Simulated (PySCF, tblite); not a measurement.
# C2H5ClO2Si: magnetic properties

Wanted: magnetic properties for C2H5ClO2Si (`O[SiH2]O/C=C\Cl`).

Computed with tblite 0.8.0 and PySCF 2.14.0 and routines of our own; the level stands in each step. Atoms count from 0.

## 1. The starting structure

11 atoms, charge 0, multiplicity 1; geometry from: force field or distance geometry start.

## 2. Geometry optimisation with GFN2-xTB, one coordinate held

What the job is given:

```
{"job": {"kind": "relax", "xc": "GFN2-xTB", "basis": "xTB"}, "charge": 0, "multiplicity": 1}
O     -2.184800    -0.677000     0.643700
Si    -1.556800     0.375300    -0.481000
O      0.045500     0.667500    -0.086200
C      1.044100    -0.105400    -0.598900
C      2.332200     0.081800    -0.295200
Cl     2.908000     1.325600     0.720900
H     -2.071100    -0.397200     1.562700
H     -2.320600     1.634700    -0.421800
H     -1.637900    -0.247600    -1.814200
H      0.733800    -0.920600    -1.241900
H      3.130200    -0.532700    -0.696500
```

Started as:

```sh
$ OMP_NUM_THREADS=1 python excited_run.py task.json out
```

The driver reads the jobs from task.json and runs them one after another.

The program printed:

```text
step      E/eV     max force
  0    -579.88586    1.068
  1    -579.93286    0.626
  2    -579.95991    0.568
  3    -579.97150    0.334
  4    -579.98283    0.378
  5    -579.99463    0.403
  6    -580.01549    0.624
  7    -580.03098    0.526
  8    -580.03887    0.328
  9    -580.04408    0.316
 10    -580.04999    0.252
 11    -580.05809    0.314
 12    -580.06585    0.258
 13    -580.07053    0.164
 14    -580.07244    0.125
 15    -580.07364    0.158
 16    -580.07557    0.176
 17    -580.07770    0.129
 18    -580.07954    0.141
 19    -580.08108    0.138
 20    -580.08292    0.149
 21    -580.08515    0.159
 22    -580.08716    0.096
 23    -580.08836    0.084
 24    -580.08903    0.062
 25    -580.08975    0.082
 26    -580.09081    0.096
 27    -580.09201    0.077
 28    -580.09291    0.078
 29    -580.09349    0.063
 30    -580.09396    0.071
 31    -580.09441    0.075
 32    -580.09486    0.055
 33    -580.09518    0.038
 34    -580.09534    0.028
 35    -580.09543    0.023
 36    -580.09551    0.020
 37    -580.09557    0.018
 38    -580.09560    0.013
 39    -580.09562    0.013
 40    -580.09564    0.014
 41    -580.09566    0.015
 42    -580.09569    0.018
 43    -580.09570    0.020
 44    -580.09572    0.021
```

Run time: 0.37 s. Hardware: 1 thread of Arm Neoverse V1, shared host; peak memory 0.18 GiB.

One coordinate is held by a constraint (a dihedral, as typed in the start), so the force along it need not vanish.

Relaxation path: (not every step is listed)

```tsv
step	energy from step 0 (eV)	largest force (eV/Å)
0	0.0000	1.0677
1	-0.0470	0.6260
2	-0.0741	0.5680
3	-0.0856	0.3337
4	-0.0970	0.3776
5	-0.1088	0.4033
6	-0.1296	0.6236
7	-0.1451	0.5259
8	-0.1530	0.3280
11	-0.1722	0.3139
14	-0.1866	0.1246
17	-0.1918	0.1292
20	-0.1971	0.1490
23	-0.2025	0.0840
26	-0.2050	0.0964
29	-0.2076	0.0629
32	-0.2090	0.0549
35	-0.2096	0.0229
38	-0.2097	0.0135
39	-0.2098	0.0132
40	-0.2098	0.0137
41	-0.2098	0.0154
42	-0.2098	0.0180
43	-0.2098	0.0202
44	-0.2099	0.0208
```

Close pairs (by a distance rule), those that changed most:

```tsv
bond	before (Å)	after (Å)	change (Å)
O0–Si1	1.663	1.619	-0.044
Si1–O2	1.676	1.635	-0.041
O2–C3	1.363	1.335	-0.028
Si1–H7	1.474	1.453	-0.022
Si1–H8	1.474	1.453	-0.021
C4–Cl5	1.706	1.721	+0.014
O0–H6	0.967	0.954	-0.013
C4–H10	1.084	1.075	-0.009
```

The next job starts from the end point, and lists it.

## 3. Magnetic properties: GIAO PBE/pcSseg-1

What the job is given:

```
{"job": {"kind": "mag", "xc": "PBE", "basis": "pcSseg-1", "isotopologues": 0}, "charge": 0, "multiplicity": 1}
O     -2.268310    -0.581590     0.651492
Si    -1.584681     0.366657    -0.469005
O      0.029089     0.513241    -0.248354
C      1.100041    -0.159835    -0.674417
C      2.341905     0.119356    -0.296817
Cl     2.710812     1.387903     0.805421
H     -2.139030    -0.455480     1.588222
H     -1.967481     1.762902    -0.350694
H     -1.920642    -0.347337    -1.688627
H      0.927256    -0.973178    -1.370942
H      3.194099    -0.429587    -0.655027
```

With the program's defaults for keys left out, this is: GIAO PBE/pcSseg-1 magnetisability, rotational g tensor and spin-rotation constants, non-relativistic, gas phase.

The program printed:

```text
coarse grid: 10696 points
cycle   1  E = -978.4982615870  dE =  8.769e-01  |g| = 1.042e+00  |ddm| = 3.187e+00
cycle   2  E = -977.7773817924  dE =  7.209e-01  |g| = 2.166e+00  |ddm| = 3.210e+00
cycle   3  E = -978.6728731113  dE = -8.955e-01  |g| = 2.403e-01  |ddm| = 2.713e+00
cycle   4  E = -978.6782542155  dE = -5.381e-03  |g| = 1.961e-01  |ddm| = 3.954e-01
cycle   5  E = -978.6877485624  dE = -9.494e-03  |g| = 5.230e-02  |ddm| = 1.996e-01
cycle   6  E = -978.6883071831  dE = -5.586e-04  |g| = 1.808e-02  |ddm| = 5.561e-02
cycle   7  E = -978.6883683804  dE = -6.120e-05  |g| = 5.839e-03  |ddm| = 1.945e-02
cycle   8  E = -978.6883747348  dE = -6.354e-06  |g| = 1.355e-03  |ddm| = 5.528e-03
final grid: 95368 points
cycle   9  E = -978.7601259541  dE = -4.193e-06  |g| = 1.700e-02  |ddm| = 2.396e-02
cycle  10  E = -978.7599483201  dE =  1.776e-04  |g| = 3.485e-02  |ddm| = 3.778e-02
cycle  11  E = -978.7601725787  dE = -2.243e-04  |g| = 4.862e-03  |ddm| = 2.975e-02
cycle  12  E = -978.7601779564  dE = -5.378e-06  |g| = 1.493e-03  |ddm| = 5.437e-03
cycle  13  E = -978.7601784816  dE = -5.251e-07  |g| = 2.485e-04  |ddm| = 1.603e-03
cycle  14  E = -978.7601784975  dE = -1.592e-08  |g| = 6.263e-05  |ddm| = 2.909e-04
cycle  15  E = -978.7601784984  dE = -9.002e-10  |g| = 1.598e-05  |ddm| = 8.061e-05
converged SCF energy = -978.7601784984

Magnetisability tensor (1e-30 J/T^2)
    -1012.62      -20.25        3.63
      -20.25    -1092.45       40.07
        3.63       40.07    -1086.17
isotropic -1063.74   principal values   -1132.04  -1051.96  -1007.23
isotropic susceptibility -64.060 1e-6 cm^3/mol

Inertial axes            a          b          c
rot. const./GHz      6.4762     0.9225     0.8800
chi total           -61.675    -63.045    -67.460
chi diamagnetic    -282.941  -1301.424  -1364.584
chi paramagnetic    221.265   1238.379   1297.124
quadrupole/D A       -6.694      7.516     -0.822
g nuclear            0.6078     0.5243     0.5283
g electronic        -0.6732    -0.5367    -0.5362
g total             -0.0654    -0.0123    -0.0079

Spin-rotation constants (kHz, H = +C I.J)
atom  isotope        aa         bb         cc
  5   35Cl        1.940      0.164      0.155
  6     1H       -0.816     -0.013     -0.079
  7     1H       -0.603     -0.028     -0.000
  8     1H       -0.370      0.021     -0.084
  9     1H       -0.444      0.054     -0.087
 10     1H       -0.193     -0.017     -0.078
  0    17O*      -0.465     -0.127     -0.087
  1   29Si*      -4.000     -0.554     -0.531
  2    17O*      -1.629     -0.196     -0.073
  3    13C*       2.010      0.421      0.217
  4    13C*       1.780      0.343      0.189
* in the singly substituted isotopologue
```

Run time: 19 s. Hardware: 1 thread of Arm Neoverse V1, shared host; peak memory 0.55 GiB.

Key values:

```tsv
quantity	value
magnetisability	-1064·10⁻³⁰ J/T²
molar susceptibility	-64.1·10⁻⁶ cm³/mol
rotational g (a, b, c)	-0.0654, -0.0123, -0.0079
```

## 4. Outcome

| quantity | value |
| --- | --- |
| magnetisability (step 3, GIAO PBE/pcSseg-1) | -1064·10⁻³⁰ J/T² |
| molar susceptibility (step 3, GIAO PBE/pcSseg-1) | -64.1·10⁻⁶ cm³/mol |
| rotational g (a, b, c) (step 3, GIAO PBE/pcSseg-1) | -0.0654, -0.0123, -0.0079 |

The values above hold for this geometry and these levels alone. Vibrational averaging and real surroundings are missing from these values.
